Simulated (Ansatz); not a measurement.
# Sn2GeSe3: the cost of one run

Program: Ansatz 0.2.0. Level of theory: DFT PBE, scalar-relativistic, plane waves, PAW. These are calculated values, not measurements.

1 further run of the same task is left out (it didn't finish).

## Step 1: The structure to begin with

Symmetry: I4/mmm, No. 139, tetragonal system. The conventional cell has a = 4.227 Å, b = 4.227 Å, c = 17.933 Å, α = 90.00°, β = 90.00°, γ = 90.00°. Sn (site symmetry 4mm) has 6 Se at 2.99 Å as nearest neighbours. Ge (site symmetry 4/mmm) has 6 Se at 2.99 Å as nearest neighbours. Se (site symmetry 4/mmm) is surrounded by 4 Ge at 2.99 Å and 2 Sn at 2.99 Å. Se (site symmetry 4mm) is surrounded by 5 Sn at 2.99 Å and 1 Ge at 2.99 Å.

As a file:

```cif
data_structure
_symmetry_space_group_name_H-M 'I4/mmm'
_symmetry_Int_Tables_number 139
_cell_length_a 4.2268
_cell_length_b 4.2268
_cell_length_c 17.9330
_cell_angle_alpha 90.000
_cell_angle_beta 90.000
_cell_angle_gamma 90.000
_cell_volume 320.39
loop_
_atom_site_label
_atom_site_type_symbol
_atom_site_symmetry_multiplicity
_atom_site_Wyckoff_symbol
_atom_site_fract_x
_atom_site_fract_y
_atom_site_fract_z
_atom_site_occupancy
Sn1 Sn 4 e 0.50000 0.50000 0.33333 1
Ge1 Ge 2 b 0.50000 0.50000 0.00000 1
Se1 Se 2 a 0.00000 0.00000 0.00000 1
Se2 Se 4 e 0.50000 0.50000 0.16667 1
```

The start is an ordering of an alloy on its end members' structure types: elements ordered on the sites of the SnSe type, Ge/Sn on Sn (I4/mmm, No. 139).

## Step 2: A first look at the guess

input.yaml

```yaml
crystal:
  lattice:
    - [-2.11341891, 2.11341891, 8.96647707]
    - [2.11341891, -2.11341891, 8.96647707]
    - [2.11341891, 2.11341891, -8.96647707]
  atoms:
    - { symbol: Sn, position: [0.83333333, 0.83333333, 0.0] }
    - { symbol: Sn, position: [0.16666667, 0.16666667, 0.0] }
    - { symbol: Ge, position: [0.5, 0.5, 0.0] }
    - { symbol: Se, position: [0.0, 0.0, 0.0] }
    - { symbol: Se, position: [0.66666667, 0.66666667, 0.0] }
    - { symbol: Se, position: [0.33333333, 0.33333333, 0.0] }
basis:
  ecutwfc: 420
kpoints:
  mp_grid: { grid: [6, 6, 6] }
hamiltonian:
  xc: pbe
scf:
  occupations: { method: gaussian, width: 0.1 }
  lower_state_search: "off"
output:
  forces: true
  stress: true
  eigenvalues: true
```

On the command line:

```sh
> ansatz run input.yaml --threads 1 --pin off --max-ram 2560MiB --backend cpu --events-out ev --progress --plain --runs-dir out
```

Q: Estimate wall time and peak memory on 1 thread of Intel Xeon at 2.50GHz (Skylake/Cascade Lake), shared host.

About 33 s, with a peak of 0.55 GiB.
